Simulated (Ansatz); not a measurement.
Write a Python script for Ansatz 0.2.0 through its Python package that makes a relaxation of the ions of BaReO3, space group Pm-3m. Use: PBEsol, PAW, the default cutoff (420 eV here), 4×4×4 k-points, Gaussian smearing of 0.05 eV.

```cif
data_structure
_symmetry_space_group_name_H-M 'P 1'
_symmetry_Int_Tables_number 1
_cell_length_a 4.0647
_cell_length_b 4.0647
_cell_length_c 4.0647
_cell_angle_alpha 90.000
_cell_angle_beta 90.000
_cell_angle_gamma 90.000
_cell_volume 67.16
loop_
_atom_site_label
_atom_site_type_symbol
_atom_site_fract_x
_atom_site_fract_y
_atom_site_fract_z
_atom_site_occupancy
Ba1 Ba 0.00000 0.00000 0.00000 1
Re1 Re 0.50000 0.50000 0.50000 1
O1 O 0.50000 0.50000 0.00000 1
O2 O 0.50000 0.00000 0.50000 1
O3 O 0.00000 0.50000 0.50000 1
```

`bareo3_relax.py`:
```python
# -*- coding: utf-8 -*-
"""Ionic relaxation of BaReO3."""

from pathlib import Path
import json

import ansatz
from ase import Atoms
from ase.neighborlist import neighbor_list
import numpy as np
from pymatgen.core import Structure

lattice = ansatz.Lattice.of(
    [4.064732, 0.0, 0.0],
    [0.0, 4.064732, 0.0],
    [0.0, 0.0, 4.064732],
)
sites = [
    ("Ba", [0.0, 0.0, 0.0]),
    ("Re", [0.5, 0.5, 0.5]),
    ("O", [0.5, 0.5, 0.0]),
    ("O", [0.5, 0.0, 0.5]),
    ("O", [0.0, 0.5, 0.5]),
]
structure = ansatz.Crystal(lattice=lattice)
for symbol, position in sites:
    structure = structure.atom(symbol, position)

base = structure.calculation()
base = base.kpoints(4, 4, 4)
base = base.occupations("Gaussian", width=0.05)
base = base.functional(ansatz.Functional.PBESOL)
base = base.relax(force_tolerance=0.005, max_steps=60, random_displacement=True, displacement_amplitude=0.03, displacement_seed=772)
base = base.density().potential()
base = base.electron_localization_function()
base = base.output_files(volumetric_format="npy")
out = base.run(threads=1, events_out="events.ndjson")
with open("events.ndjson") as stream:
    events = [json.loads(line) for line in stream]
steps = [e["data"] for e in events if e["event"] == "relax_step"]
report = out.report
for s in steps:
    flag = "" if s["accepted"] else "  (rejected)"
    print("step %2d  E = %.5f eV  largest force component = %.4f eV/A%s" % (s["step"], s["lagrangian_ev"], s["allowed_force_max_ev_ang"], flag))

first, last = steps[0], steps[-1]
symbols = [site.symbol for site in out.lattice.sites]
print(f"energy gained {first['lagrangian_ev'] - last['lagrangian_ev']:.4f} eV in {len(steps) - 1} steps")

print("atom   start x y z (A)              end x y z (A)")
for symbol, a, b in zip(symbols, first["positions_ang"], last["positions_ang"]):
    print(f"{symbol:3s}", " ".join(f"{v:8.4f}" for v in a), "  ", " ".join(f"{v:8.4f}" for v in b))

final = Atoms(symbols, positions=last["positions_ang"], cell=out.lattice.cell_ang, pbc=True)
i, j, d = neighbor_list("ijd", final, 4.5)
print("neighbours within 1.15 times the shortest distance of each atom (A)")
for atom in range(len(final)):
    near = [m for m in np.argsort(d) if i[m] == atom]
    shell = [m for m in near if d[m] < 1.15 * d[near[0]]]
    print(f"{symbols[atom]}{atom} ({len(shell)}):", ", ".join(f"{symbols[j[m]]} {d[m]:.3f}" for m in shell))

for key in ("converged", "n_iterations", "n_electrons", "n_kpoints", "n_pw", "n_symmetry_ops", "free_energy_ev", "fermi_energy_ev"):
    print(f"{key:18s} {report[key]}")

folder = Path(out.write_results("fields"))
print("densities in e/A^3, potentials in eV, ELF without unit")
for name in sorted(p.name for p in folder.glob("*.npy")):
    field = np.load(folder / name)
    print(f"{name:16s} {str(field.shape):16s} min {field.min():10.4f}  mean {field.mean():10.4f}  max {field.max():10.4f}")

final = Structure(out.lattice.cell_ang, [s.symbol for s in out.lattice.sites], [s.position_frac for s in out.lattice.sites])
# count neighbours out to a fixed multiple of the shortest distance
for index, (site, neighbours) in enumerate(zip(final, final.get_all_neighbors(5.5))):
    first = min(n.nn_distance for n in neighbours)
    shell = [n for n in neighbours if n.nn_distance < 1.1 * first]
    mean = sum(n.nn_distance for n in shell) / len(shell)
    print(f"atom {index} {site.specie.symbol}: {len(shell)} neighbours within 1.1 of the shortest distance, mean {mean:.3f} A")
```

```console
$ python bareo3_relax.py
DeckWarning: basis.ecutwfc = 420 eV, auto-derived from the records' recommended cutoffs: set by Ba (normal level)
step  1  E = -18285.18087 eV  largest force component = 0.6270 eV/A
step  2  E = -18285.19226 eV  largest force component = 0.3723 eV/A
step  3  E = -18285.21046 eV  largest force component = 0.0048 eV/A
step  4  E = -18285.21046 eV  largest force component = 0.0048 eV/A
energy gained 0.0296 eV in 3 steps
atom   start x y z (A)              end x y z (A)
Ba   -0.0125   0.0171   0.0212      0.0046   0.0043   0.0112
Re    2.0472   2.0153   2.0521      2.0358   2.0374   2.0436
O     2.0581   2.0464   0.0065      2.0357   2.0378   0.0113
O     2.0494   0.0243   2.0368      2.0359   0.0053   2.0434
O    -0.0269   2.0196   2.0364      0.0032   2.0378   2.0435
neighbours within 1.15 times the shortest distance of each atom (A)
Ba0 (12): O 2.873, O 2.873, O 2.873, O 2.873, O 2.874, O 2.874, O 2.874, O 2.875, O 2.875, O 2.875, O 2.875, O 2.876
Re1 (6): O 2.032, O 2.032, O 2.032, O 2.032, O 2.033, O 2.033
O2 (2): Re 2.032, Re 2.032
O3 (2): Re 2.032, Re 2.033
O4 (2): Re 2.032, Re 2.033
converged          True
n_iterations       6
n_electrons        43.0
n_kpoints          36
n_pw               1357
n_symmetry_ops     1
free_energy_ev     -18285.21046189925
fermi_energy_ev    14.084528747625814
densities in e/A^3, potentials in eV, ELF without unit
elf.npy          (30, 30, 30)     min     0.0000  mean     0.3506  max     0.8802
rho.npy          (30, 30, 30)     min     0.0341  mean     0.6403  max     7.5938
v_es.npy         (30, 30, 30)     min   -72.7541  mean     5.9654  max    16.3606
v_tot.npy        (30, 30, 30)     min  -114.3849  mean    -5.8862  max     9.6683
atom 0 Ba: 12 neighbours within 1.1 of the shortest distance, mean 2.874 A
atom 1 Re: 6 neighbours within 1.1 of the shortest distance, mean 2.032 A
atom 2 O: 2 neighbours within 1.1 of the shortest distance, mean 2.032 A
atom 3 O: 2 neighbours within 1.1 of the shortest distance, mean 2.032 A
atom 4 O: 2 neighbours within 1.1 of the shortest distance, mean 2.032 A
```
(Warnings from the package without file and line.)

Total energies depend on the potentials; only differences at equal settings carry meaning. A total without «per atom» is that of the cell as typed. The cell holds an odd number of electrons and is run without spin, so a magnetic state may lie lower. The mesh is modest for a metal, so energies can be off by several to tens of meV an atom and pressures by half a GPa or more; differences at equal mesh fare better. Only differences from the Fermi energy are physical; the zero of the scale is a convention. Energies along a relaxation are free energies. A last row that repeats the one before re-solves the same geometry more tightly. The first row is the displaced cell, and groups found at tight tolerances show what the force threshold leaves of the kick. Spin-orbit coupling, which matters for elements this heavy, is left out. The fields are valence quantities on the plane-wave grid; their values near the nuclei depend on the potentials. This cell is a computed structure, which may not be the phase found in nature. Run time: 18 s on 1 thread of AMD EPYC 7R43 64-Core Processor (Zen 3), with other jobs on the host, peak memory 0.54 GiB.

(Lines on the test bed's own set-up are left out of the output.)
